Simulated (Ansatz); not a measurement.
**Cl2H2OSi + SiH4 + H2O: a complex and its separated parts**

The complex below is one end of an elementary step. How strongly is it bound against its free parts?

Computed with Ansatz 0.2.0, Gaussian basis. Level: PBE0-D4/def2-TZVP structures, single points in def2-TZVPP, no counterpoise correction.

Levels: SPW92, PBE-D4, BLYP-D4, r2SCAN-D4, B97M-V, PBE0-D4, B3LYP-D4, r2SCAN0-D4, BHLYP-D4, CAM-B3LYP-D4, wB97X-V, wB97M-V, B2PLYP, PBE-QIDH, RPA on PBE, Hartree-Fock, MP2, CCSD, CCSD(T).

Correlated methods freeze the cores. B3LYP uses VWN-RPA correlation. B2PLYP carries no dispersion term here.

113 further runs of the same task are left out: 113 set aside as unsound or not needed.

### 1 Where the work starts

The complex: 14 atoms, charge 0, spin multiplicity 1.

Atoms are counted from 1 here; the program's logs count them from 0.

Bond lengths: Si1–Cl3 2.043 Å, Si1–Cl4 2.062 Å, Si1–H5 1.469 Å, Si1–O7 1.606 Å, Si2–H8 1.484 Å, Si2–H10 1.486 Å, Si2–H11 1.486 Å, Si2–H12 1.482 Å, H6–O9 0.960 Å, O7–H13 0.978 Å, O9–H14 0.963 Å. Angles: Cl3–Si1–Cl4 106.9°, Cl3–Si1–H5 108.1°, Cl3–Si1–O7 112.8°, Cl4–Si1–H5 108.9°, Cl4–Si1–O7 110.0°, H5–Si1–O7 110.0°, H8–Si2–H10 108.8°, H8–Si2–H11 109.5°, H8–Si2–H12 110.4°, H10–Si2–H11 108.8°, H10–Si2–H12 109.3°, H11–Si2–H12 109.9°, Si1–O7–H13 118.4°, H6–O9–H14 106.5°.

Coordinates:

```xyz
14

Si   -0.1723    2.3445    0.4260
Si   -0.1112   -1.6756   -1.6554
Cl   -0.5126    2.2836   -1.5880
Cl   -1.8464    1.5626    1.3417
H    -0.0273    3.7516    0.8207
H     0.9268   -1.5900    2.1438
O     1.1310    1.5139    0.8639
H    -1.2476   -1.0611   -0.9246
O     0.4759   -1.0638    1.4790
H    -0.4682   -1.7813   -3.0944
H     0.1424   -3.0392   -1.1228
H     1.1062   -0.8426   -1.5122
H     1.0353    0.5567    1.0404
H    -0.4319   -0.9589    1.7817
```

Its parts: Cl2H2OSi holds atoms 1, 3, 4, 5, 7, 13; SiH4 holds atoms 2, 8, 10, 11, 12; H2O holds atoms 6, 9, 14. Each part counts its atoms afresh in its own runs.

### 2 Relaxing Cl2H2OSi alone

File relax-a/in.yaml:

```yaml
crystal:
  periodic: [false, false, false]
  atoms:
    - {symbol: Si, position_ang: [-0.172335, 2.344480, 0.426028]}
    - {symbol: Cl, position_ang: [-0.512583, 2.283556, -1.587970]}
    - {symbol: Cl, position_ang: [-1.846354, 1.562636, 1.341682]}
    - {symbol: H, position_ang: [-0.027282, 3.751640, 0.820746]}
    - {symbol: O, position_ang: [1.131008, 1.513861, 0.863858]}
    - {symbol: H, position_ang: [1.035342, 0.556672, 1.040434]}
basis:
  gaussian: {orbitals: def2-TZVP}
hamiltonian: {xc: pbe0, dispersion: d4}
relax: {f_tol: 0.005, max_steps: 200}
```

Run with:

```sh
$ ansatz run in.yaml --threads 5 --pin off --events-out ev --progress --plain --max-ram 66560MiB --backend cuda --devices 0, --max-vram 37GiB
```

The runs that follow: Relaxing SiH4 alone; Relaxing H2O alone; SPW92/def2-TZVPP; PBE-D4/def2-TZVPP; BLYP-D4/def2-TZVPP; r2SCAN-D4/def2-TZVPP; B97M-V/def2-TZVPP; PBE0-D4/def2-TZVPP; B3LYP-D4/def2-TZVPP; r2SCAN0-D4/def2-TZVPP; BHLYP-D4/def2-TZVPP; CAM-B3LYP-D4/def2-TZVPP; wB97X-V/def2-TZVPP; wB97M-V/def2-TZVPP; B2PLYP/def2-TZVPP; PBE-QIDH/def2-TZVPP; RPA on PBE/def2-TZVPP; CCSD(T)/def2-TZVPP; CCSD(T)/def2-QZVPP; Vibrations of Cl2H2OSi; Vibrations of SiH4; Vibrations of H2O.

What does the calculation give? Wanted: complex less parts, CCSD(T)/def2-TZVPP; with zero-point energy; largest T1 diagnostic.

The runs gave:

```
                              quantity      value
complex less parts, CCSD(T)/def2-TZVPP  -0.459 eV
                with zero-point energy  -0.336 eV
                 largest T1 diagnostic      0.011
```

At CCSD(T) the complex lies 0.459 eV below its parts. PBE-QIDH is the best functional here (+0.026 eV from CCSD(T)); SPW92 is the worst (-0.314 eV). Mean unsigned error by rung: LDA 0.314, GGA 0.090, meta-GGA 0.062, hybrid 0.073, range-separated hybrid 0.073, double hybrid 0.050 eV. PBE-D4 gives a relative energy 0.105 eV too low, outside chemical accuracy (1 kcal/mol, 0.043 eV). No counterpoise was applied, and triple zeta lacks some correlation, so the CCSD(T) reference has a basis error of its own, and close matches with it are partly luck.
